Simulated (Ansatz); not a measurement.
# TiRh3: the cost of one run

Computed with Ansatz 0.2.0 (DFT PBEsol, scalar-relativistic, plane waves, PAW, unless a step's input says otherwise).

2 further runs of the same task are left out: 1 that didn't finish, 1 set aside as unsound or not needed.

### Step 1. The system as given

The structure is cubic, space group Pm-3m (No. 221). Conventional cell: a = 3.822 Å, b = 3.822 Å, c = 3.822 Å, α = 90.00°, β = 90.00°, γ = 90.00°. Ti (site symmetry m-3m) is surrounded by 12 Rh at 2.70 Å. Rh (site symmetry 4/mmm) has 4 Ti at 2.70 Å and 8 Rh at 2.70 Å as nearest neighbours.

Coordinates:

```xyz
4
Lattice="3.8220 0.0000 0.0000 0.0000 3.8220 0.0000 0.0000 0.0000 3.8220" Properties=species:S:1:pos:R:3 pbc="T T T"
Ti    0.0000    0.0000    0.0000
Rh    0.0000    1.9110    1.9110
Rh    1.9110    0.0000    1.9110
Rh    1.9110    1.9110    0.0000
```

The structure comes from the Crystallography Open Database.

### Step 2. A change within the space group

Against the listed cell: strain xx, yy, zz, yz, xz, xy = -2.1, -2.1, -2.1, +0.0, +0.0, +0.0 %.

File input.yaml:

```yaml
crystal:
  lattice:
    - [3.74047674, 0.0, 0.0]
    - [0.0, 3.74047674, 0.0]
    - [0.0, 0.0, 3.74047674]
  atoms:
    - { symbol: Ti, position: [0.0, 0.0, 0.0] }
    - { symbol: Rh, position: [0.0, 0.5, 0.5] }
    - { symbol: Rh, position: [0.5, 0.0, 0.5] }
    - { symbol: Rh, position: [0.5, 0.5, 0.0] }
basis:
  ecutwfc: 420
kpoints:
  mp_grid: { grid: [12, 12, 12] }
hamiltonian:
  xc: pbesol
scf:
  occupations: { method: gaussian, width: 0.1 }
output:
  forces: true
  stress: true
  eigenvalues: true
  populations: true
  write_density: true
  write_potential: true
  elf: true
  volumetric_format: npy
```

Command:

```sh
ansatz run input.yaml --threads 1 --pin off --max-ram 1331MiB --backend cpu --events-out ev --progress --plain --runs-dir out
```

What time and memory should one allow on 1 thread of an x86-64 CPU, shared host?

About 21 s, with a peak of 0.43 GiB.
